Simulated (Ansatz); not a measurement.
# InGa2As3: the cell at several levels of theory

How does the equilibrium cell of InGa2As3, ordered on the zincblende lattice (I-4m2) with 6 atoms a cell depend on the functional? It is relaxed with PBE and r2SCAN. This is a trial cell built on a prototype, not taken from a measured structure, and it needn't be the compound's ground state.

Code: Ansatz 0.2.0. PAW datasets, plane waves, zero pressure. The structure was generated, not taken from experiment, and needn't be the ground state; spin polarisation is off.

**1. The cell**

This is the cell as the run starts from it, not yet at rest; its lengths are not the crystal's.

The symmetry is I-4m2 (No. 119, tetragonal); conventional cell a = 3.989 Å, c = 16.922 Å, 22.43 Å³ an atom. Around Ga lie 4 As at 2.44 Å; around As lie 4 Ga at 2.44 Å; around As lie 2 In at 2.44 Å and 2 Ga at 2.44 Å; around In lie 4 As at 2.44 Å.

Coordinates:

```
CELL_PARAMETERS angstrom
-1.99427 1.99427 8.46095
1.99427 -1.99427 8.46095
1.99427 1.99427 -8.46095
ATOMIC_POSITIONS crystal
Ga 0.83333 0.83333 0.00000
As 0.25000 0.75000 0.50000
Ga 0.16667 0.16667 0.00000
As 0.58333 0.08333 0.50000
In 0.50000 0.50000 0.00000
As 0.91667 0.41667 0.50000
```

**2. Relaxing with PBE**

Input file input.yaml:

```yaml
crystal:
  lattice:
    - [-1.9942656824, 1.9942656824, 8.4609527249]
    - [1.9942656824, -1.9942656824, 8.4609527249]
    - [1.9942656824, 1.9942656824, -8.4609527249]
  atoms:
    - { symbol: Ga, position: [0.8333333333, 0.8333333333, 0.0] }
    - { symbol: As, position: [0.25, 0.75, 0.5] }
    - { symbol: Ga, position: [0.1666666667, 0.1666666667, 0.0] }
    - { symbol: As, position: [0.5833333333, 0.0833333333, 0.5] }
    - { symbol: In, position: [0.5, 0.5, 0.0] }
    - { symbol: As, position: [0.9166666667, 0.4166666667, 0.5] }
kpoints:
  mp_grid: { grid: [8, 8, 8] }
hamiltonian:
  xc: pbe
scf:
  occupations: { method: fermi_dirac, width: 0.02 }
relax:
  f_tol: 0.005
  cell: {}
```

Command:

```sh
$ ansatz run input.yaml --threads 4 --pin off --max-ram 6451MiB --backend cpu --events-out ev --progress --plain --runs-dir out
```

The runs that follow: Relaxation with r2SCAN.

Before running it: what results should come out? Wanted: for each run, a; c; volume; space group; SCF geometries.

The runs gave:

```
 level  a (Å)   c (Å)  volume (Å³/atom)  space group  SCF geometries
   PBE  4.160  17.753            25.597        I-4m2               6
r2SCAN  4.102  17.533            24.586        I-4m2               6
```

In words: The first relaxation changed the volume by +14.1 % from the start. The volume runs from r2SCAN (least) to PBE (most), a spread of 4.1 %, or 1.4 % in length if all axes shared it alike.
